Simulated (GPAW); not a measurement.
Set up this calculation in GPAW 26.7.0, as an ASE script.

* Task: band structure
* Functional: LDA
* Potentials or basis: the program's PAW data sets (release 1.2.1) made for this functional
* Cutoff: 600 eV
* Basis: pw
* k mesh: 9 × 9 × 2
* Occupations: fermi-dirac, width 0.05 eV
* Spin: spin-orbit coupling, no magnetisation
* Maxiter: 150
* Band path: GMKGALHA,LM,KH
* Band points: 60
* spin axis theta (degrees): 90
* spin axis phi (degrees): 45
* Soc after scf: second variation

WSe2:

```
W Se
1.0
     3.28200    0.00000    0.00000
    -1.64100    2.84230    0.00000
     0.00000    0.00000   12.96000
W Se
2 4
Direct
  0.33333 0.66667 0.25000
  0.66667 0.33333 0.75000
  0.66667 0.33333 0.37890
  0.66667 0.33333 0.12110
  0.33333 0.66667 0.87890
  0.33333 0.66667 0.62110
```

The cell was built by a generator and needn't be a form met in nature.

One way to write it, as run:

run.py

```python
import numpy as np
from ase import Atoms
from ase.dft.bandgap import bandgap
from ase.io import write
from ase.units import GPa
from gpaw import GPAW, PW
from gpaw.spinorbit import soc_eigenstates

atoms = Atoms(['W', 'W', 'Se', 'Se', 'Se', 'Se'],
              cell=[[3.282, 0.0, 0.0],
                    [-1.641, 2.8422953752, 0.0],
                    [0.0, 0.0, 12.96]],
              scaled_positions=[[0.3333333333, 0.6666666667, 0.25],
                                [0.6666666667, 0.3333333333, 0.75],
                                [0.6666666667, 0.3333333333, 0.3788966049],
                                [0.6666666667, 0.3333333333, 0.1211033951],
                                [0.3333333333, 0.6666666667, 0.8788966049],
                                [0.3333333333, 0.6666666667, 0.6211033951]],
              pbc=True)

calc = GPAW(mode=PW(600),
            xc='LDA',
            kpts={'size': (9, 9, 2), 'gamma': True},
            occupations={'name': 'fermi-dirac', 'width': 0.05},
            nbands=46,
            convergence={'density': 1e-05, 'energy': 1e-05},
            maxiter=150,
            txt='gpaw.txt')
atoms.calc = calc
energy = atoms.get_potential_energy()
forces = atoms.get_forces()
stress = atoms.get_stress()
calc.write('gs.gpw')
write('result.traj', atoms)
print(f'Energy: {energy:.6f} eV')
print('Forces (eV/A):')
print(forces.round(4))
print('Stress (GPa):', (stress / GPa).round(3))
print('Fermi level:', round(calc.get_fermi_level(), 4), 'eV')
print(f'Gap: {bandgap(calc)[0]:.4f} eV, direct: {bandgap(calc, direct=True)[0]:.4f} eV')

path = atoms.cell.bandpath('GMKGALHA,LM,KH', npoints=60, eps=1e-4)
bs_calc = calc.fixed_density(kpts=path, symmetry='off', nbands=71,
                             convergence={'bands': 'CBM+6.0', 'eigenstates': 1e-6}, txt='bands.txt')
bs = bs_calc.band_structure()
bs.write('bs.json')
print(f'Gap on the path: {bandgap(bs_calc)[0]:.4f} eV')

soc = soc_eigenstates(bs_calc, theta=90, phi=45)
np.savetxt('soc_bands.dat', soc.eigenvalues(), fmt='%.4f')
mesh = soc_eigenstates('gs.gpw', theta=90, phi=45)
np.savetxt('soc_mesh.dat', mesh.eigenvalues(), fmt='%.4f')
print('Fermi level with spin-orbit coupling:', round(mesh.fermi_level, 4), 'eV')
```

Potentials or basis: the program's PAW data sets (release 1.2.1) made for this functional, pw.

Launch:

```bash
$ OMP_NUM_THREADS=1 python run.py
```

It gave:

The pressure is -3.4 GPa, the largest force is 0.291 eV/Å and the band gap on the k mesh is 0.94 eV, indirect (least direct gap 1.28 eV). The band gap along the path is 0.81 eV, indirect (least direct gap 1.28 eV).

Caveat: spin-orbit coupling was added after a scalar SCF, so levels and gaps hold it while energy, forces, pressure and moments don't; this program's spin-orbit splittings come out too wide for heavy elements; the mesh misses the band edges, which the band path finds closer together.

Wall time 4.4 min on 1 thread of Intel(R) Xeon(R) Platinum 8259CL CPU @ 2.50GHz (Skylake/Cascade Lake), with other jobs on the host, peak memory 0.77 GiB.
